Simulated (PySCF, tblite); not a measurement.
# C₅H₅Cl₂F: a rotation path, then NMR shifts on frames

How do NMR shifts of C₅H₅Cl₂F (`F[C@H](Cl)CC#CCCl`) change as the atoms move?

Computed with tblite 0.8.0 and PySCF 2.14.0, with density-fitted response routines of our own, on a single molecule in the gas phase. Atoms count from 0, in the outputs and in this text.

**1. The starting structure**

13 atoms, charge 0, multiplicity 1; geometry from: GFN2-xTB.

Bonds of the start (Å): F0–C1 1.36, C1–Cl2 1.79, C1–C3 1.52, C3–C4 1.45, C4–C5 1.20, C5–C6 1.44, C6–Cl7 1.81, C1–H8 1.10, C3–H9 1.09, C3–H10 1.09, C6–H11 1.09, C6–H12 1.09.

**2. A band between two rotamers with GFN2-xTB**

Job settings and geometry (Å):

```
{"job": {"kind": "neb", "xc": "GFN2-xTB", "basis": "xTB", "atoms": [0, 1, 3, 4], "turn": 120}, "charge": 0, "multiplicity": 1}
F      2.060833     1.423334     0.328782
C      2.001122     0.084477     0.545685
Cl     3.679074    -0.527080     0.653288
C      1.256929    -0.610052    -0.589743
C     -0.145512    -0.244539    -0.565196
C     -1.293769     0.101712    -0.546735
C     -2.685163     0.457610    -0.466663
Cl    -3.394337    -0.169422     1.070335
H      1.523418    -0.066419     1.520650
H      1.359492    -1.690738    -0.472356
H      1.701084    -0.310767    -1.542539
H     -3.253686     0.011697    -1.284009
H     -2.813872     1.540673    -0.455145
```

Method: GFN2-xTB climbing-image nudged elastic band, gas phase.

Command:

```
> OMP_NUM_THREADS=1 python probes_run.py task.json out
```

The driver reads the jobs from task.json and runs them one after another.

Output:

```text
image   E - E0 / eV
  0      -0.0000
  1       0.0182
  2       0.0709
  3       0.1351
  4       0.1725
  5       0.1601
  6       0.1117
  7       0.0622
  8       0.0398
```

It took 3 s on 1 thread of Arm Neoverse V1, shared host; peak memory 0.18 GiB.

The final band, with the dihedral F0–C1–C3–C4:

| image | dihedral (°) | energy (eV) | energy (kcal/mol) |
| --- | --- | --- | --- |
| 0 | -68 | 0.000 | 0.0 |
| 1 | -53 | 0.018 | 0.4 |
| 2 | -37 | 0.071 | 1.6 |
| 3 | -20 | 0.135 | 3.1 |
| 4 | -2 | 0.173 | 4.0 |
| 5 | 15 | 0.160 | 3.7 |
| 6 | 32 | 0.112 | 2.6 |
| 7 | 49 | 0.062 | 1.4 |
| 8 | 65 | 0.040 | 0.9 |

**3. Nuclear shieldings: image 0, PBE0/pcSseg-1**

Job settings and geometry (Å):

```
{"job": {"kind": "nmr", "xc": "PBE0", "basis": "pcSseg-1", "pop": false}, "charge": 0, "multiplicity": 1}
F      2.060800     1.423300     0.328800
C      2.001100     0.084500     0.545700
Cl     3.679100    -0.527100     0.653300
C      1.256900    -0.610100    -0.589700
C     -0.145500    -0.244500    -0.565200
C     -1.293800     0.101700    -0.546700
C     -2.685200     0.457600    -0.466700
Cl    -3.394300    -0.169400     1.070300
H      1.523400    -0.066400     1.520600
H      1.359500    -1.690700    -0.472400
H      1.701100    -0.310800    -1.542500
H     -3.253700     0.011700    -1.284000
H     -2.813900     1.540700    -0.455100
```

Level: GIAO PBE0/pcSseg-1 NMR shielding, non-relativistic, gas phase.

Output:

```text
coarse grid: 12864 points
cycle   1  E = -1212.8796150841  dE =  1.065e+00  |g| = 6.192e-01  |ddm| = 3.751e+00
cycle   2  E = -1212.8178329445  dE =  6.178e-02  |g| = 8.815e-01  |ddm| = 1.369e+00
cycle   3  E = -1212.9590375186  dE = -1.412e-01  |g| = 7.656e-02  |ddm| = 7.073e-01
cycle   4  E = -1212.9599813301  dE = -9.438e-04  |g| = 3.944e-02  |ddm| = 1.153e-01
cycle   5  E = -1212.9602257078  dE = -2.444e-04  |g| = 2.040e-02  |ddm| = 4.492e-02
cycle   6  E = -1212.9603220635  dE = -9.636e-05  |g| = 4.984e-03  |ddm| = 1.843e-02
cycle   7  E = -1212.9603273850  dE = -5.321e-06  |g| = 1.285e-03  |ddm| = 4.987e-03
final grid: 118000 points
cycle   8  E = -1213.0137964515  dE = -4.285e-05  |g| = 7.120e-03  |ddm| = 4.749e-02
cycle   9  E = -1213.0137925425  dE =  3.909e-06  |g| = 8.436e-03  |ddm| = 1.363e-02
cycle  10  E = -1213.0138055389  dE = -1.300e-05  |g| = 1.509e-03  |ddm| = 7.197e-03
cycle  11  E = -1213.0138058703  dE = -3.314e-07  |g| = 5.320e-04  |ddm| = 1.453e-03
cycle  12  E = -1213.0138059331  dE = -6.282e-08  |g| = 1.748e-04  |ddm| = 5.012e-04
cycle  13  E = -1213.0138059398  dE = -6.710e-09  |g| = 3.340e-05  |ddm| = 1.656e-04
cycle  14  E = -1213.0138059401  dE = -2.428e-10  |g| = 8.703e-06  |ddm| = 4.526e-05
converged SCF energy = -1213.0138059401

GIAO shielding tensors (ppm)
atom      isotropic    diamagn.    paramagn.     s11        s22        s33       span
  0 F      319.857     473.324    -153.467    264.348    320.787    374.436    110.088
  1 C       76.549     240.308    -163.759     42.426     80.347    106.872     64.446
  2 Cl     688.538    1143.993    -455.455    391.216    646.825   1027.572    636.356
  3 C      153.007     254.121    -101.114    133.331    149.117    176.573     43.242
  4 C       96.185     259.614    -163.429     19.385     21.956    247.214    227.829
  5 C       99.995     264.234    -164.239      7.946     18.578    273.462    265.516
  6 C      149.150     249.123     -99.973    127.412    143.490    176.549     49.137
  7 Cl     795.309    1146.306    -350.998    539.437    747.420   1099.068    559.631
  8 H       25.293      27.837      -2.545     21.889     25.616     28.374      6.485
  9 H       28.940      28.967      -0.027     22.950     30.426     33.445     10.495
 10 H       28.536      28.458       0.078     23.919     29.179     32.510      8.592
 11 H       27.477      27.351       0.126     21.194     27.147     34.089     12.895
 12 H       27.434      28.316      -0.882     21.362     27.165     33.776     12.415
```

Wall time 19 s (1 thread of Arm Neoverse V1, shared host); peak memory 0.79 GiB.

The references, computed at this level on geometries of the same kind, shield at (ppm): ¹H TMS 31.72, ¹³C TMS 186.9, ¹⁹F CFCl3 170.9, ³⁵Cl HCl 950. Their shielding less the atom's gives the shift. The references are single molecules in the gas phase, so shifts against H2O, NH3, PH3, H3PO4 or CFCl3 are not on the usual liquid scales and can be off by tens of ppm. Each atom is listed at this fixed geometry, with no averaging over motion; a spectrum would average atoms that exchange fast.

| atoms | environment | σ (ppm) | δ (ppm) |
| --- | --- | --- | --- |
| C1 | sp3 CH bonded to Cl and F | 76.5 | 110.4 |
| C4 | alkyne carbon | 96.2 | 90.7 |
| C5 | alkyne carbon | 100.0 | 86.9 |
| C6 | propargylic sp3 CH2 bonded to Cl | 149.2 | 37.8 |
| C3 | propargylic sp3 CH2 | 153.0 | 33.9 |
| H8 | hydrogen on an sp3 CH bonded to Cl and F | 25.29 | 6.42 |
| H12 | hydrogen on a propargylic sp3 CH2 bonded to Cl | 27.43 | 4.28 |
| H11 | hydrogen on a propargylic sp3 CH2 bonded to Cl | 27.48 | 4.24 |
| H10 | hydrogen on a propargylic sp3 CH2 | 28.54 | 3.18 |
| H9 | hydrogen on a propargylic sp3 CH2 | 28.94 | 2.78 |
| F0 | fluorine on an sp3 carbon | 319.9 | -148.9 |
| Cl2 | chlorine bonded to C | 689 | 261 |
| Cl7 | chlorine bonded to C | 795 | 154 |

**4. NMR shieldings: image 2, PBE0/pcSseg-1**

Job settings and geometry (Å):

```
{"job": {"kind": "nmr", "xc": "PBE0", "basis": "pcSseg-1", "pop": false}, "charge": 0, "multiplicity": 1}
F      1.559600     1.297200     0.718000
C      1.999100     0.020700     0.583000
Cl     3.744300     0.091500     0.201700
C      1.239600    -0.716300    -0.523100
C     -0.152500    -0.313100    -0.531900
C     -1.275200     0.107800    -0.561400
C     -2.649100     0.530800    -0.528900
Cl    -3.406800     0.064600     1.039700
H      1.890700    -0.461300     1.561000
H      1.316200    -1.791200    -0.345900
H      1.684200    -0.489600    -1.495600
H     -3.226200     0.043900    -1.315700
H     -2.728400     1.615600    -0.604500
```

Level: GIAO PBE0/pcSseg-1 NMR shielding, non-relativistic, gas phase.

Output:

```text
coarse grid: 12864 points
cycle   1  E = -1212.8755765757  dE =  1.072e+00  |g| = 6.231e-01  |ddm| = 3.727e+00
cycle   2  E = -1212.8113245674  dE =  6.425e-02  |g| = 8.929e-01  |ddm| = 1.484e+00
cycle   3  E = -1212.9562230204  dE = -1.449e-01  |g| = 7.931e-02  |ddm| = 7.850e-01
cycle   4  E = -1212.9571792492  dE = -9.562e-04  |g| = 4.347e-02  |ddm| = 1.269e-01
cycle   5  E = -1212.9574845965  dE = -3.053e-04  |g| = 2.229e-02  |ddm| = 4.815e-02
cycle   6  E = -1212.9576009210  dE = -1.163e-04  |g| = 4.816e-03  |ddm| = 1.987e-02
cycle   7  E = -1212.9576057801  dE = -4.859e-06  |g| = 1.287e-03  |ddm| = 4.876e-03
final grid: 118000 points
cycle   8  E = -1213.0102993310  dE = -4.120e-05  |g| = 6.971e-03  |ddm| = 4.174e-02
cycle   9  E = -1213.0102957754  dE =  3.556e-06  |g| = 8.162e-03  |ddm| = 1.332e-02
cycle  10  E = -1213.0103082833  dE = -1.251e-05  |g| = 1.447e-03  |ddm| = 7.346e-03
cycle  11  E = -1213.0103085913  dE = -3.080e-07  |g| = 4.487e-04  |ddm| = 1.500e-03
cycle  12  E = -1213.0103086327  dE = -4.141e-08  |g| = 1.856e-04  |ddm| = 4.480e-04
cycle  13  E = -1213.0103086405  dE = -7.802e-09  |g| = 3.461e-05  |ddm| = 1.694e-04
cycle  14  E = -1213.0103086408  dE = -2.651e-10  |g| = 9.075e-06  |ddm| = 4.937e-05
converged SCF energy = -1213.0103086408

GIAO shielding tensors (ppm)
atom      isotropic    diamagn.    paramagn.     s11        s22        s33       span
  0 F      319.093     475.949    -156.856    249.729    313.106    394.443    144.713
  1 C       79.173     237.297    -158.124     42.623     81.915    112.981     70.358
  2 Cl     679.399    1143.990    -464.590    423.657    586.660   1027.881    604.224
  3 C      152.524     254.528    -102.004    127.947    151.199    178.427     50.480
  4 C       98.269     261.007    -162.738     22.742     24.879    247.187    224.445
  5 C       97.934     263.989    -166.055      5.500     17.195    271.109    265.609
  6 C      149.312     248.694     -99.382    127.394    144.083    176.459     49.064
  7 Cl     796.600    1146.268    -349.668    541.205    749.445   1099.151    557.946
  8 H       25.405      27.121      -1.716     22.153     25.509     28.553      6.400
  9 H       28.762      28.788      -0.026     23.698     29.002     33.585      9.887
 10 H       28.553      28.922      -0.369     23.086     29.624     32.949      9.864
 11 H       27.488      27.295       0.193     21.149     27.211     34.105     12.956
 12 H       27.437      28.174      -0.737     21.389     27.217     33.706     12.317
```

Run time: 19 s. Hardware: 1 thread of Arm Neoverse V1, shared host; peak memory 0.85 GiB.

This run: δ C1 107.8, C5 89.0, C4 88.7, C6 37.6, H8 6.31, H12 4.28 ppm.

**5. NMR shieldings: image 4, PBE0/pcSseg-1**

Job settings and geometry (Å):

```
{"job": {"kind": "nmr", "xc": "PBE0", "basis": "pcSseg-1", "pop": false}, "charge": 0, "multiplicity": 1}
F      1.268400     0.947100     1.177900
C      2.014000    -0.028700     0.603800
Cl     3.448800     0.756500    -0.122700
C      1.218200    -0.817200    -0.454600
C     -0.149000    -0.347100    -0.540900
C     -1.253300     0.117300    -0.590300
C     -2.607800     0.598700    -0.591900
Cl    -3.386400     0.267100     1.000600
H      2.374900    -0.667500     1.417600
H      1.218100    -1.876200    -0.185800
H      1.693600    -0.712300    -1.432600
H     -3.203700     0.084200    -1.346100
H     -2.640100     1.678600    -0.738600
```

With the program's defaults for keys left out, this is: GIAO PBE0/pcSseg-1 NMR shielding, non-relativistic, gas phase.

Output:

```text
coarse grid: 12864 points
cycle   1  E = -1212.8668593917  dE =  1.073e+00  |g| = 6.293e-01  |ddm| = 3.661e+00
cycle   2  E = -1212.7983672215  dE =  6.849e-02  |g| = 9.094e-01  |ddm| = 1.488e+00
cycle   3  E = -1212.9498443277  dE = -1.515e-01  |g| = 8.191e-02  |ddm| = 7.866e-01
cycle   4  E = -1212.9508202311  dE = -9.759e-04  |g| = 4.725e-02  |ddm| = 1.280e-01
cycle   5  E = -1212.9511933917  dE = -3.732e-04  |g| = 2.344e-02  |ddm| = 4.983e-02
cycle   6  E = -1212.9513224080  dE = -1.290e-04  |g| = 4.770e-03  |ddm| = 2.043e-02
cycle   7  E = -1212.9513271007  dE = -4.693e-06  |g| = 1.321e-03  |ddm| = 4.758e-03
final grid: 118000 points
cycle   8  E = -1213.0047700265  dE = -4.160e-05  |g| = 7.025e-03  |ddm| = 3.972e-02
cycle   9  E = -1213.0047664578  dE =  3.569e-06  |g| = 8.246e-03  |ddm| = 1.366e-02
cycle  10  E = -1213.0047791438  dE = -1.269e-05  |g| = 1.467e-03  |ddm| = 7.436e-03
cycle  11  E = -1213.0047794589  dE = -3.151e-07  |g| = 4.725e-04  |ddm| = 1.527e-03
cycle  12  E = -1213.0047795057  dE = -4.675e-08  |g| = 1.852e-04  |ddm| = 4.537e-04
cycle  13  E = -1213.0047795134  dE = -7.698e-09  |g| = 3.514e-05  |ddm| = 1.672e-04
cycle  14  E = -1213.0047795137  dE = -2.751e-10  |g| = 9.447e-06  |ddm| = 4.974e-05
converged SCF energy = -1213.0047795137

GIAO shielding tensors (ppm)
atom      isotropic    diamagn.    paramagn.     s11        s22        s33       span
  0 F      315.568     477.282    -161.714    246.950    306.404    393.350    146.400
  1 C       80.863     234.919    -154.056     44.037     82.813    115.738     71.701
  2 Cl     651.368    1144.642    -493.274    338.850    595.033   1020.221    681.371
  3 C      151.632     253.587    -101.955    122.502    151.794    180.600     58.097
  4 C      100.323     262.422    -162.099     25.867     27.508    247.594    221.727
  5 C       95.600     263.543    -167.943      5.291     14.969    266.542    261.251
  6 C      149.181     248.279     -99.098    127.157    144.073    176.313     49.156
  7 Cl     798.229    1146.150    -347.921    545.669    749.954   1099.063    553.394
  8 H       25.291      26.569      -1.279     22.035     24.687     29.150      7.115
  9 H       28.318      29.083      -0.765     23.481     28.046     33.428      9.947
 10 H       28.501      28.831      -0.330     23.117     29.353     33.034      9.917
 11 H       27.448      27.172       0.276     21.075     27.161     34.109     13.033
 12 H       27.390      27.989      -0.599     21.370     27.137     33.664     12.293
```

Wall time 19 s (1 thread of Arm Neoverse V1, shared host); peak memory 0.88 GiB.

Key values: δ C1 106.1, C5 91.3, C4 86.6, C6 37.7, H8 6.43, H12 4.33 ppm.

**6. NMR shieldings: image 6, PBE0/pcSseg-1**

Job settings and geometry (Å):

```
{"job": {"kind": "nmr", "xc": "PBE0", "basis": "pcSseg-1", "pop": false}, "charge": 0, "multiplicity": 1}
F      1.243100     0.459600     1.573600
C      2.026300    -0.068800     0.601600
Cl     2.848500     1.280800    -0.236100
C      1.204600    -0.903800    -0.386400
C     -0.130700    -0.363300    -0.539900
C     -1.220500     0.130500    -0.611900
C     -2.556600     0.659900    -0.653100
Cl    -3.345500     0.475800     0.959000
H      2.800500    -0.660100     1.103900
H      1.133700    -1.929100    -0.012600
H      1.714600    -0.916400    -1.352000
H     -3.171800     0.110000    -1.365800
H     -2.550500     1.725500    -0.883800
```

Method: GIAO PBE0/pcSseg-1 NMR shielding, non-relativistic, gas phase.

Output:

```text
coarse grid: 12864 points
cycle   1  E = -1212.8708178100  dE =  1.076e+00  |g| = 6.278e-01  |ddm| = 3.689e+00
cycle   2  E = -1212.8041107908  dE =  6.671e-02  |g| = 9.028e-01  |ddm| = 1.422e+00
cycle   3  E = -1212.9538178009  dE = -1.497e-01  |g| = 8.093e-02  |ddm| = 7.432e-01
cycle   4  E = -1212.9547999216  dE = -9.821e-04  |g| = 4.512e-02  |ddm| = 1.263e-01
cycle   5  E = -1212.9551313850  dE = -3.315e-04  |g| = 2.256e-02  |ddm| = 4.872e-02
cycle   6  E = -1212.9552505739  dE = -1.192e-04  |g| = 4.917e-03  |ddm| = 1.984e-02
cycle   7  E = -1212.9552556416  dE = -5.068e-06  |g| = 1.327e-03  |ddm| = 4.764e-03
final grid: 118000 points
cycle   8  E = -1213.0086898796  dE = -4.146e-05  |g| = 7.201e-03  |ddm| = 4.461e-02
cycle   9  E = -1213.0086857253  dE =  4.154e-06  |g| = 8.628e-03  |ddm| = 1.450e-02
cycle  10  E = -1213.0086994430  dE = -1.372e-05  |g| = 1.407e-03  |ddm| = 7.770e-03
cycle  11  E = -1213.0086997296  dE = -2.866e-07  |g| = 4.250e-04  |ddm| = 1.462e-03
cycle  12  E = -1213.0086997651  dE = -3.547e-08  |g| = 1.896e-04  |ddm| = 4.379e-04
cycle  13  E = -1213.0086997733  dE = -8.184e-09  |g| = 3.605e-05  |ddm| = 1.673e-04
cycle  14  E = -1213.0086997736  dE = -2.974e-10  |g| = 9.210e-06  |ddm| = 4.995e-05
converged SCF energy = -1213.0086997736

GIAO shielding tensors (ppm)
atom      isotropic    diamagn.    paramagn.     s11        s22        s33       span
  0 F      321.389     477.472    -156.083    259.608    307.479    397.080    137.472
  1 C       79.343     236.579    -157.235     44.254     81.017    112.759     68.505
  2 Cl     675.488    1145.540    -470.052    334.882    665.421   1026.161    691.279
  3 C      152.283     253.348    -101.065    131.746    149.647    175.455     43.709
  4 C       99.648     262.238    -162.591     25.477     27.973    245.493    220.016
  5 C       97.204     263.428    -166.224      4.997     13.527    273.087    268.091
  6 C      149.058     248.267     -99.209    127.059    143.924    176.192     49.133
  7 Cl     799.472    1146.116    -346.644    549.847    749.400   1099.170    549.323
  8 H       25.246      26.613      -1.367     21.661     24.651     29.427      7.766
  9 H       28.360      29.207      -0.847     23.093     27.751     34.235     11.142
 10 H       28.829      28.574       0.255     24.475     28.184     33.829      9.353
 11 H       27.413      27.205       0.208     21.019     27.134     34.086     13.067
 12 H       27.388      27.957      -0.569     21.348     27.130     33.685     12.337
```

It took 19 s on 1 thread of Arm Neoverse V1, shared host; peak memory 0.85 GiB.

This run: δ C1 107.6, C5 89.7, C4 87.3, C6 37.9, H8 6.47, H12 4.33 ppm.

**7. Shielding tensors: image 8, PBE0/pcSseg-1**

Job settings and geometry (Å):

```
{"job": {"kind": "nmr", "xc": "PBE0", "basis": "pcSseg-1", "pop": false}, "charge": 0, "multiplicity": 1}
F      1.592700     0.006500     1.834900
C      2.072800    -0.082400     0.568400
Cl     2.166400     1.568200    -0.108800
C      1.175900    -0.973800    -0.286800
C     -0.144700    -0.400000    -0.454500
C     -1.212500     0.125100    -0.601900
C     -2.517900     0.715400    -0.728400
Cl    -3.405400     0.609800     0.839600
H      3.096100    -0.471100     0.639100
H      1.090400    -1.946000     0.208700
H      1.644500    -1.110000    -1.264000
H     -3.118300     0.184900    -1.468700
H     -2.444500     1.774000    -0.981100
```

Method: GIAO PBE0/pcSseg-1 NMR shielding, non-relativistic, gas phase.

Output:

```text
coarse grid: 12864 points
cycle   1  E = -1212.8746143039  dE =  1.073e+00  |g| = 6.270e-01  |ddm| = 3.710e+00
cycle   2  E = -1212.8093660320  dE =  6.525e-02  |g| = 8.973e-01  |ddm| = 1.517e+00
cycle   3  E = -1212.9573705765  dE = -1.480e-01  |g| = 7.909e-02  |ddm| = 8.094e-01
cycle   4  E = -1212.9583167399  dE = -9.462e-04  |g| = 4.423e-02  |ddm| = 1.288e-01
cycle   5  E = -1212.9586378257  dE = -3.211e-04  |g| = 2.215e-02  |ddm| = 4.996e-02
cycle   6  E = -1212.9587526526  dE = -1.148e-04  |g| = 4.873e-03  |ddm| = 1.960e-02
cycle   7  E = -1212.9587576826  dE = -5.030e-06  |g| = 1.296e-03  |ddm| = 5.048e-03
final grid: 118000 points
cycle   8  E = -1213.0114653393  dE = -4.038e-05  |g| = 7.217e-03  |ddm| = 4.606e-02
cycle   9  E = -1213.0114613686  dE =  3.971e-06  |g| = 8.539e-03  |ddm| = 1.551e-02
cycle  10  E = -1213.0114750797  dE = -1.371e-05  |g| = 1.395e-03  |ddm| = 8.365e-03
cycle  11  E = -1213.0114753634  dE = -2.837e-07  |g| = 3.543e-04  |ddm| = 1.465e-03
cycle  12  E = -1213.0114753852  dE = -2.174e-08  |g| = 1.853e-04  |ddm| = 3.991e-04
cycle  13  E = -1213.0114753931  dE = -7.896e-09  |g| = 3.948e-05  |ddm| = 1.635e-04
cycle  14  E = -1213.0114753934  dE = -3.477e-10  |g| = 9.050e-06  |ddm| = 4.711e-05
converged SCF energy = -1213.0114753934

GIAO shielding tensors (ppm)
atom      isotropic    diamagn.    paramagn.     s11        s22        s33       span
  0 F      318.575     475.776    -157.201    241.520    308.152    406.053    164.533
  1 C       76.487     239.060    -162.573     42.420     77.670    109.371     66.951
  2 Cl     703.781    1146.433    -442.652    403.712    684.700   1022.931    619.219
  3 C      153.064     251.437     -98.373    142.646    144.159    172.387     29.741
  4 C       97.690     262.067    -164.378     23.459     25.664    243.945    220.486
  5 C       98.377     263.568    -165.190      6.576     12.785    275.772    269.196
  6 C      149.000     248.306     -99.306    127.112    143.488    176.401     49.288
  7 Cl     798.881    1146.029    -347.148    549.087    747.967   1099.589    550.502
  8 H       25.297      26.788      -1.491     21.958     24.396     29.537      7.580
  9 H       28.530      28.662      -0.132     23.548     27.370     34.673     11.126
 10 H       29.004      28.337       0.668     24.783     27.338     34.893     10.110
 11 H       27.409      27.120       0.289     21.012     27.183     34.031     13.019
 12 H       27.337      28.074      -0.737     21.344     27.224     33.443     12.099
```

Run time: 19 s. Hardware: 1 thread of Arm Neoverse V1, shared host; peak memory 0.85 GiB.

Key values: δ C1 110.4, C4 89.2, C5 88.5, C6 37.9, H8 6.42, H12 4.38 ppm.

**8. Side by side: NMR shifts**

Shifts (ppm) of some atoms, chosen among heavy atoms and hydrogens apart, with basis size and wall time:

| frame | C1 | C5 | H10 | H9 | F0 | Cl2 | Cl7 | functions | time |
| --- | --- | --- | --- | --- | --- | --- | --- | --- | --- |
| image 0 | 110.4 | 86.9 | 3.18 | 2.78 | -148.9 | 261 | 154 | 175 | 19 s |
| image 2 | 107.8 | 89.0 | 3.16 | 2.95 | -148.1 | 270 | 153 | 175 | 19 s |
| image 4 | 106.1 | 91.3 | 3.22 | 3.40 | -144.6 | 298 | 152 | 175 | 19 s |
| image 6 | 107.6 | 89.7 | 2.89 | 3.36 | -150.4 | 274 | 150 | 175 | 19 s |
| image 8 | 110.4 | 88.5 | 2.71 | 3.19 | -147.6 | 246 | 151 | 175 | 19 s |

**9. Outcome**

| quantity | value |
| --- | --- |
| barrier | 0.173 eV (4.0 kcal/mol) at image 4 |
| end to end (GFN2-xTB) | 0.040 eV |
| ¹³C shifts against TMS (PBE0/pcSseg-1, image 0) | 110.4, 90.7, 86.9, 37.8, 33.9 ppm |
| ¹H shifts against TMS (PBE0/pcSseg-1, image 0) | 6.42, 4.28, 4.24, 3.18, 2.78 ppm |
| ¹⁹F shifts against CFCl3 (PBE0/pcSseg-1, image 0) | -148.9 ppm |
| ³⁵Cl shifts against HCl (PBE0/pcSseg-1, image 0) | 261, 154 ppm |
| range of the shift of Cl2 | 246 to 298 ppm |

In words: Along the band the dihedral turns by 133°, and the top (dihedral -2°) lies 4.0 kcal/mol above the start (GFN2-xTB, rough), so at room temperature this motion is fast. Ends this close can change order at a higher level. The top was not checked by a frequency run. Shifts at one fixed geometry are not the observed spectrum, which averages over the motion. In the first frame run (image 0): Shielding is most anisotropic at Cl2 (span 636 ppm, paramagnetic term -455 ppm). Across the 5 runs the shift of Cl2 moves most, between 246 (image 8) and 298 ppm (image 4).
